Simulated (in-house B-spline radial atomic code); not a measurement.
# W¹¹⁺: binding energies from hole states

How much more does a second hole in W¹¹⁺ cost because of the first?

Method: Dirac-Hartree-Fock, average of configuration, Fermi nucleus, basis-set limit. Code: in-house B-spline radial atomic code version 1.

## (1) The atom as given

| Property | Result |
| --- | --- |
| element | tungsten (Z = 74) |
| charge | +11 |
| electrons | 63 |
| configuration | [Kr] 4d10 4f13 5s2 5p2 |
| Hamiltonian | Dirac-Coulomb |
| nucleus | Fermi, rms radius 5.366 fm |

Outer shells as boxes (Hund's rule):

[Kr] 4d10 4f13 5s2 5p2
```
[Kr] core
4d [↑↓][↑↓][↑↓][↑↓][↑↓]
4f [↑↓][↑↓][↑↓][↑↓][↑↓][↑↓][↑ ]
5s [↑↓]
5p [↑ ][↑ ][  ]
```

The boxes draw the filling by Hund's rule, which heavy ions in jj coupling don't follow; these runs average over all states of the configuration.

The run's settings:

```ini
Z = 74
electrons = 63.0
configuration = [Kr] 4d10 4f13 5s2 5p2
hamiltonian = dirac
method = hf
spin_polarised = False
nucleus = fermi
rms_radius = 5.3658
mass_number = 184
atomic_mass = 183.95093318
speed_of_light = 137.035999084
```

From the earlier run of the reference: total energy -16119.005578 hartree. Levels, eight at most:

| orbital | occupation | energy (eV) | <r> (bohr) |
| --- | --- | --- | --- |
| 4p3/2 | 4 | -648.93 | 0.4853 |
| 4d3/2 | 4 | -477.40 | 0.5000 |
| 4d5/2 | 6 | -464.21 | 0.5108 |
| 5s1/2 | 2 | -266.07 | 0.9939 |
| 4f5/2 | 5.57143 | -247.57 | 0.5566 |
| 4f7/2 | 7.42857 | -245.10 | 0.5632 |
| 5p1/2 | 0.666667 | -233.63 | 1.052 |
| 5p3/2 | 1.33333 | -220.06 | 1.112 |

Single holes known from earlier runs (ΔSCF): 1s 70091.5 eV, 2s 12369.6 eV, 2p1/2 11805.4 eV, 4p3/2 642.74 eV, 4f 241.20 eV, 5s 265.43 eV.

## (2) The 1s and 2p1/2 holes

In configurations, a minus sign after the shell means j = l − 1/2 and a plus sign j = l + 1/2; the count of electrons follows.

The settings differ from step 1 so:

```diff
@@ -1,4 +1,4 @@
 Z = 74
-electrons = 63.0
-configuration = [Kr] 4d10 4f13 5s2 5p2
+electrons = 61.0
+configuration = 1s1 2s2 2p-1 2p+4 3s2 3p6 3d10 4s2 4p6 4d10 4f13 5s2 5p2
 hamiltonian = dirac
```

Main fields of the result record, rounded:

```text
{
  "status": "converged",
  "iterations": 10,
  "energy [hartree]": {"total": -13094.293152, "kinetic": 14504.9564617, "nuclear": -32648.3934156, "coulomb": 5287.43523792, "exact_exchange": -238.291435999},
  "breit [hartree]": {"gaunt": 8.715517, "retardation": -1.220548, "frequency_dependence": -0.1833972},
  "qed [hartree]": {"self_energy": 8.551897, "uehling": -1.546043, "wichmann_kroll": 0.06128406},
  "recoil [hartree]": 0.02641147,
  "total_with_corrections [hartree]": -13079.8880296,
  "orbitals [hartree, bohr; first row names the columns]": [
    ["name", "occ", "eps", "<r>"],
    ["1s1/2", 1.0, -2639.9768, 0.01829],
    ["2s1/2", 2.0, -476.48368, 0.07577],
    ["2p1/2", 1.0, -461.63474, 0.062673],
    ["2p3/2", 4.0, -408.03992, 0.070232],
    ["3s1/2", 2.0, -120.98012, 0.1958],
    ["3p1/2", 2.0, -112.49527, 0.18508],
    ["3p3/2", 4.0, -100.95179, 0.1994],
    ["3d3/2", 4.0, -85.90659, 0.17386],
    ["3d5/2", 6.0, -83.460026, 0.17808],
    ["4s1/2", 2.0, -33.994723, 0.43601],
    ["4p1/2", 2.0, -30.219018, 0.43888],
    ["4p3/2", 4.0, -27.440756, 0.4681],
    ["4d3/2", 4.0, -20.939961, 0.47711],
    ["4d5/2", 6.0, -20.419283, 0.48683],
    ["4f5/2", 5.5714, -11.944922, 0.51363],
    ["4f7/2", 7.4286, -11.830953, 0.51953],
    ["5s1/2", 2.0, -11.910022, 0.94219],
    ["5p1/2", 0.66667, -10.661985, 0.98603],
    ["5p3/2", 1.3333, -10.076141, 1.0401]
  ],
  "sum_r [bohr^k]": {"-1": 441.212, "1": 22.93783, "2": 13.75394},
  "energy_minus_base [hartree]": 3024.71243,
  "energy_minus_base_with_corrections [hartree]": 3010.76676
}
```

It took 1.2 s on 1 thread, shared host.

energy_minus_base is the energy less that of the reference run.

## (3) The 4p3/2 and 4f holes

The settings differ from step 2 so:

```diff
@@ -2,3 +2,3 @@
 electrons = 61.0
-configuration = 1s1 2s2 2p-1 2p+4 3s2 3p6 3d10 4s2 4p6 4d10 4f13 5s2 5p2
+configuration = 1s2 2s2 2p6 3s2 3p6 3d10 4s2 4p-2 4p+3 4d10 4f12 5s2 5p2
 hamiltonian = dirac
```

Results of the run:

```text
{
  "status": "converged",
  "iterations": 10,
  "energy [hartree]": {"total": -16085.2212054, "kinetic": 18117.6321937, "nuclear": -39563.6105201, "coulomb": 5664.54463988, "exact_exchange": -303.787518855},
  "breit [hartree]": {"gaunt": 19.16442, "retardation": -2.025305, "frequency_dependence": -0.3299274},
  "qed [hartree]": {"self_energy": 14.00724, "uehling": -2.629946, "wichmann_kroll": 0.1044308},
  "recoil [hartree]": 0.02970585,
  "total_with_corrections [hartree]": -16056.9005892,
  "orbitals [hartree, bohr; first row names the columns]": [
    ["name", "occ", "eps", "<r>"],
    ["1s1/2", 2.0, -2581.9899, 0.018345],
    ["2s1/2", 2.0, -459.34595, 0.076885],
    ["2p1/2", 2.0, -438.80588, 0.063721],
    ["2p3/2", 4.0, -388.94974, 0.071641],
    ["3s1/2", 2.0, -115.99533, 0.19999],
    ["3p1/2", 2.0, -106.88628, 0.19032],
    ["3p3/2", 4.0, -95.900598, 0.20506],
    ["3d3/2", 4.0, -80.813369, 0.17957],
    ["3d5/2", 6.0, -78.446415, 0.18405],
    ["4s1/2", 2.0, -32.84813, 0.44584],
    ["4p1/2", 2.0, -29.106597, 0.45116],
    ["4p3/2", 3.0, -26.514792, 0.48022],
    ["4d3/2", 4.0, -20.166968, 0.49266],
    ["4d5/2", 6.0, -19.594721, 0.50316],
    ["4f5/2", 5.1429, -11.718384, 0.53067],
    ["4f7/2", 6.8571, -11.596633, 0.53656],
    ["5s1/2", 2.0, -11.722061, 0.95683],
    ["5p1/2", 0.66667, -10.469097, 1.0043],
    ["5p3/2", 1.3333, -9.8886264, 1.0604]
  ],
  "sum_r [bohr^k]": {"-1": 534.6729, "1": 22.65772, "2": 13.89595},
  "energy_minus_base [hartree]": 33.7843729,
  "energy_minus_base_with_corrections [hartree]": 33.7541984
}
```

Wall time 1.5 s (1 thread, shared host).

Radial density 4πr²n(r) and radial functions P(r) = rR(r):

| r (bohr) | 4πr²n | 4p3/2 | 4f7/2 | 5p3/2 |
| --- | --- | --- | --- | --- |
| 0.00168 | 17.01 | 0.0074 | 0.0000 | 0.0034 |
| 0.00251 | 29.59 | 0.0155 | 0.0000 | 0.0072 |
| 0.00377 | 48.71 | 0.0323 | 0.0000 | 0.0150 |
| 0.00565 | 72.97 | 0.0655 | 0.0000 | 0.0304 |
| 0.00848 | 95.77 | 0.1285 | 0.0000 | 0.0597 |
| 0.0127 | 105.0 | 0.2377 | 0.0002 | 0.1103 |
| 0.0191 | 96.68 | 0.4052 | 0.0009 | 0.1879 |
| 0.0286 | 94.85 | 0.5959 | 0.0038 | 0.2756 |
| 0.0429 | 122.3 | 0.6792 | 0.0152 | 0.3118 |
| 0.0644 | 132.0 | 0.4068 | 0.0542 | 0.1803 |
| 0.0966 | 105.3 | -0.3328 | 0.1679 | -0.1662 |
| 0.145 | 121.8 | -0.9736 | 0.4321 | -0.4433 |
| 0.217 | 92.65 | -0.4215 | 0.8694 | -0.1250 |
| 0.326 | 65.23 | 1.1241 | 1.3040 | 0.5703 |
| 0.489 | 66.39 | 1.6473 | 1.3608 | 0.3818 |
| 0.733 | 25.37 | 0.8037 | 0.9372 | -0.7436 |
| 1.10 | 7.197 | 0.1385 | 0.3790 | -1.1469 |
| 1.65 | 0.6976 | 0.0061 | 0.0696 | -0.4823 |
| 2.47 | 0.005904 | 0.0000 | 0.0037 | -0.0524 |
| 3.71 | 1.188e-06 | 0.0000 | 0.0000 | -0.0008 |

Clear maxima of the radial density (full grid of the record): 0.013, 0.053, 0.14, 0.40 bohr.

X-ray form factor of the spherical density:

| sinθ/λ (1/Å) | f (electrons) |
| --- | --- |
| 0 | 61.000 |
| 0.1 | 59.994 |
| 0.2 | 57.183 |
| 0.3 | 53.094 |
| 0.4 | 48.367 |
| 0.6 | 39.014 |
| 0.8 | 31.337 |
| 1 | 25.591 |
| 1.4 | 18.617 |
| 1.8 | 15.100 |
| 2.5 | 11.043 |
| 4 | 5.806 |
| 6 | 3.881 |

## (4) The 1s and 2s holes

The settings differ from step 3 so:

```diff
@@ -2,3 +2,3 @@
 electrons = 61.0
-configuration = 1s2 2s2 2p6 3s2 3p6 3d10 4s2 4p-2 4p+3 4d10 4f12 5s2 5p2
+configuration = 1s1 2s1 2p6 3s2 3p6 3d10 4s2 4p6 4d10 4f13 5s2 5p2
 hamiltonian = dirac
```

Results of the run:

```text
{
  "status": "converged",
  "iterations": 14,
  "energy [hartree]": {"total": -13077.5858664, "kinetic": 14482.5596001, "nuclear": -32622.9254845, "coulomb": 5300.05154787, "exact_exchange": -237.27152989},
  "breit [hartree]": {"gaunt": 8.904655, "retardation": -1.277783, "frequency_dependence": -0.169322},
  "qed [hartree]": {"self_energy": 7.693106, "uehling": -1.405127, "wichmann_kroll": 0.05594103},
  "recoil [hartree]": 0.02518592,
  "total_with_corrections [hartree]": -13063.7592101,
  "orbitals [hartree, bohr; first row names the columns]": [
    ["name", "occ", "eps", "<r>"],
    ["1s1/2", 1.0, -2525.0747, 0.018036],
    ["2s1/2", 1.0, -590.23136, 0.076348],
    ["2p1/2", 2.0, -459.03142, 0.062463],
    ["2p3/2", 4.0, -406.25832, 0.070356],
    ["3s1/2", 2.0, -120.69573, 0.19586],
    ["3p1/2", 2.0, -112.55487, 0.18529],
    ["3p3/2", 4.0, -100.76229, 0.19965],
    ["3d3/2", 4.0, -85.968604, 0.17383],
    ["3d5/2", 6.0, -83.331412, 0.17834],
    ["4s1/2", 2.0, -33.93414, 0.4365],
    ["4p1/2", 2.0, -30.228153, 0.43888],
    ["4p3/2", 4.0, -27.400216, 0.4686],
    ["4d3/2", 4.0, -20.952311, 0.47697],
    ["4d5/2", 6.0, -20.394927, 0.48733],
    ["4f5/2", 5.5714, -11.954966, 0.5133],
    ["4f7/2", 7.4286, -11.83998, 0.51926],
    ["5s1/2", 2.0, -11.896804, 0.94317],
    ["5p1/2", 0.66667, -10.662884, 0.98599],
    ["5p3/2", 1.3333, -10.067705, 1.041]
  ],
  "sum_r [bohr^k]": {"-1": 440.8661, "1": 22.93286, "2": 13.76093},
  "energy_minus_base [hartree]": 3041.41971,
  "energy_minus_base_with_corrections [hartree]": 3026.89558
}
```

Wall time 1.6 s (1 thread, shared host).

## (5) The 4f and 5s holes

The settings differ from step 4 so:

```diff
@@ -2,3 +2,3 @@
 electrons = 61.0
-configuration = 1s1 2s1 2p6 3s2 3p6 3d10 4s2 4p6 4d10 4f13 5s2 5p2
+configuration = 1s2 2s2 2p6 3s2 3p6 3d10 4s2 4p6 4d10 4f12 5s1 5p2
 hamiltonian = dirac
```

Results of the run:

```text
{
  "status": "converged",
  "iterations": 10,
  "energy [hartree]": {"total": -16099.4326089, "kinetic": 18130.6909791, "nuclear": -39618.529294, "coulomb": 5694.83269142, "exact_exchange": -306.426985445},
  "breit [hartree]": {"gaunt": 19.19833, "retardation": -2.032206, "frequency_dependence": -0.3331857},
  "qed [hartree]": {"self_energy": 14.00018, "uehling": -2.627739, "wichmann_kroll": 0.1043472},
  "recoil [hartree]": 0.0297069,
  "total_with_corrections [hartree]": -16071.0931756,
  "orbitals [hartree, bohr; first row names the columns]": [
    ["name", "occ", "eps", "<r>"],
    ["1s1/2", 2.0, -2581.2161, 0.018346],
    ["2s1/2", 2.0, -458.67648, 0.076894],
    ["2p1/2", 2.0, -438.11177, 0.063729],
    ["2p3/2", 4.0, -388.29315, 0.071645],
    ["3s1/2", 2.0, -115.43647, 0.20005],
    ["3p1/2", 2.0, -106.31633, 0.19037],
    ["3p3/2", 4.0, -95.372869, 0.2049],
    ["3d3/2", 4.0, -80.236042, 0.17964],
    ["3d5/2", 6.0, -77.881424, 0.18413],
    ["4s1/2", 2.0, -32.5483, 0.44773],
    ["4p1/2", 2.0, -28.712275, 0.45271],
    ["4p3/2", 4.0, -26.110684, 0.48267],
    ["4d3/2", 4.0, -19.782666, 0.49565],
    ["4d5/2", 6.0, -19.290191, 0.50595],
    ["4f5/2", 5.1429, -11.334873, 0.53968],
    ["4f7/2", 6.8571, -11.240207, 0.54548],
    ["5s1/2", 1.0, -11.615362, 0.96386],
    ["5p1/2", 0.66667, -10.263454, 1.016],
    ["5p3/2", 1.3333, -9.7148748, 1.0718]
  ],
  "sum_r [bohr^k]": {"-1": 535.4151, "1": 22.36438, "2": 13.41053},
  "energy_minus_base [hartree]": 19.5729695,
  "energy_minus_base_with_corrections [hartree]": 19.561612
}
```

Wall time 1.2 s (1 thread, shared host).

## (6) The 1s and 1s holes

The settings differ from step 5 so:

```diff
@@ -2,3 +2,3 @@
 electrons = 61.0
-configuration = 1s2 2s2 2p6 3s2 3p6 3d10 4s2 4p6 4d10 4f12 5s1 5p2
+configuration = 2s2 2p6 3s2 3p6 3d10 4s2 4p6 4d10 4f13 5s2 5p2
 hamiltonian = dirac
```

Results of the run:

```text
{
  "status": "converged",
  "iterations": 10,
  "energy [hartree]": {"total": -10921.3233494, "kinetic": 11958.4285405, "nuclear": -27896.5535004, "coulomb": 5272.04378269, "exact_exchange": -255.242172131},
  "breit [hartree]": {"gaunt": 6.217939, "retardation": -0.5931735, "frequency_dependence": -0.01968024},
  "qed [hartree]": {"self_energy": 3.006359, "uehling": -0.4556025, "wichmann_kroll": 0.01810765},
  "recoil [hartree]": 0.02319969,
  "total_with_corrections [hartree]": -10913.1261999,
  "orbitals [hartree, bohr; first row names the columns]": [
    ["name", "occ", "eps", "<r>"],
    ["2s1/2", 2.0, -480.29609, 0.075393],
    ["2p1/2", 2.0, -466.11316, 0.061826],
    ["2p3/2", 4.0, -411.46237, 0.069785],
    ["3s1/2", 2.0, -121.56793, 0.19515],
    ["3p1/2", 2.0, -113.58009, 0.18412],
    ["3p3/2", 4.0, -101.48035, 0.19866],
    ["3d3/2", 4.0, -86.138335, 0.17331],
    ["3d5/2", 6.0, -83.454973, 0.17789],
    ["4s1/2", 2.0, -34.132778, 0.43475],
    ["4p1/2", 2.0, -30.455408, 0.43656],
    ["4p3/2", 4.0, -27.55703, 0.46665],
    ["4d3/2", 4.0, -20.98438, 0.47614],
    ["4d5/2", 6.0, -20.417038, 0.48666],
    ["4f5/2", 5.5714, -11.912715, 0.51464],
    ["4f7/2", 7.4286, -11.798764, 0.52062],
    ["5s1/2", 2.0, -11.940774, 0.93986],
    ["5p1/2", 0.66667, -10.710517, 0.98164],
    ["5p3/2", 1.3333, -10.101121, 1.0375]
  ],
  "sum_r [bohr^k]": {"-1": 376.9856, "1": 22.95332, "2": 13.72866},
  "energy_minus_base [hartree]": 5197.68223,
  "energy_minus_base_with_corrections [hartree]": 5177.52859
}
```

Run time: 1.4 s. Hardware: 1 thread, shared host.

## (7) Binding energies

| two holes | ΔSCF (eV) | less the two single holes (eV) |
| --- | --- | --- |
| 1s and 2p1/2 | 82306.6 | 409.68 |
| 4p3/2 and 4f | 919.32 | 35.38 |
| 1s and 2s | 82761.2 | 300.11 |
| 4f and 5s | 532.61 | 25.98 |
| 1s and 1s | 141436.1 | 1253.15 |

**Reading.** Two holes cost more than the sum of each, because the second electron leaves a more charged ion. The excess runs from 26.0 eV (4f and 5s) to 1253.1 eV (1s and 1s); it tends to be largest where both holes are compact. Two partly filled shells share a symmetry and can mix in the average, which may lower the energy, in these hole states: 1s and 2p1/2; 4p3/2 and 4f; 1s and 2s; 2p1/2; 4p3/2. Values are for the free ion, measured from the vacuum level.
